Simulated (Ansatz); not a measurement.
# Tungsten, fcc under BLYP: structure, energy and stiffness

What does BLYP give for tungsten in the fcc structure? We relax it, solve it on a dense k-mesh, then scale the cell to 7 volumes from 88 to 112 % of the relaxed one and try a fit of the equation of state. Spin polarisation is left out. The k-meshes are 14×14×14 for the relaxation; 22×22×22 for the dense run; 15×15×15 for the volumes.

This is W in the fcc structure; at room conditions it is bcc.

Program: Ansatz 0.2.0. Level of theory: DFT BLYP, plane waves (420 eV) with PAW, scalar-relativistic; PAW files made under PBE, frozen cores solved again for the functional. These are calculated values, not measurements.

## 1. The starting structure

The structure is cubic, space group Fm-3m (No. 225). Conventional cell: a = 3.987 Å, b = 3.987 Å, c = 3.987 Å, α = 90.00°, β = 90.00°, γ = 90.00°. W (site symmetry m-3m) is surrounded by 12 W at 2.82 Å.

As a file:

```xyz
1
Lattice="0.0000 1.9936 1.9936 1.9936 0.0000 1.9936 1.9936 1.9936 0.0000" Properties=species:S:1:pos:R:3 pbc="T T T"
W     0.0000    0.0000    0.0000
```

## 2. Relaxing cell and atoms

The input, input.yaml:

```yaml
crystal:
  lattice:
    - [0.0, 1.9936234741, 1.9936234741]
    - [1.9936234741, 0.0, 1.9936234741]
    - [1.9936234741, 1.9936234741, 0.0]
  atoms:
    - { symbol: W, position: [0.0, 0.0, 0.0] }
hamiltonian:
  xc: blyp
  pseudopotentials:
    kind: paw
    azcp:
      W: "pseudopotentials/W.paw.azcp"
basis:
  ecutwfc: 420
  fft_grid_basis: typed
kpoints:
  mp_grid: { grid: [14, 14, 14], shift: [0, 0, 0] }
magnetization:
  spin_polarized: false
scf:
  occupations: { method: fermi_dirac, width: 0.1 }
relax:
  max_steps: 60
  f_tol: 0.01
  cell: {}
```

After this run come: Dense single point; Equation of state: 88 %; Equation of state: 92 %; Equation of state: 96 %; Equation of state: 100 %; Equation of state: 104 %; Equation of state: 108 %; Equation of state: 112 %.

What does the calculation give? Wanted: space group; conventional cell; volume; shortest distance; gap on the mesh; relative to bcc; V₀, B₀, B₀′.

As calculated:

| quantity | value |
| --- | --- |
| space group (spins left aside) | Fm-3m (No. 225) |
| conventional cell | a = 4.084 Å |
| volume | 17.025 Å³/atom |
| shortest distance | 2.888 Å |
| gap on the mesh | none (levels filled in part) |
| relative to bcc | +444 meV/atom |
| V₀, B₀, B₀′ | 16.983 Å³/atom, 257 GPa, 4.3 |

What this shows: From the guessed start the volume grew by 7.4 % in 6 steps. Against the reference form of tungsten (bcc, computed apart with the same settings) it stands 444 meV/atom higher. Levels at the Fermi energy are filled in part, as in a metal. B₀ comes out at 257 GPa. Relaxation kept the symmetry; phonons were not checked.
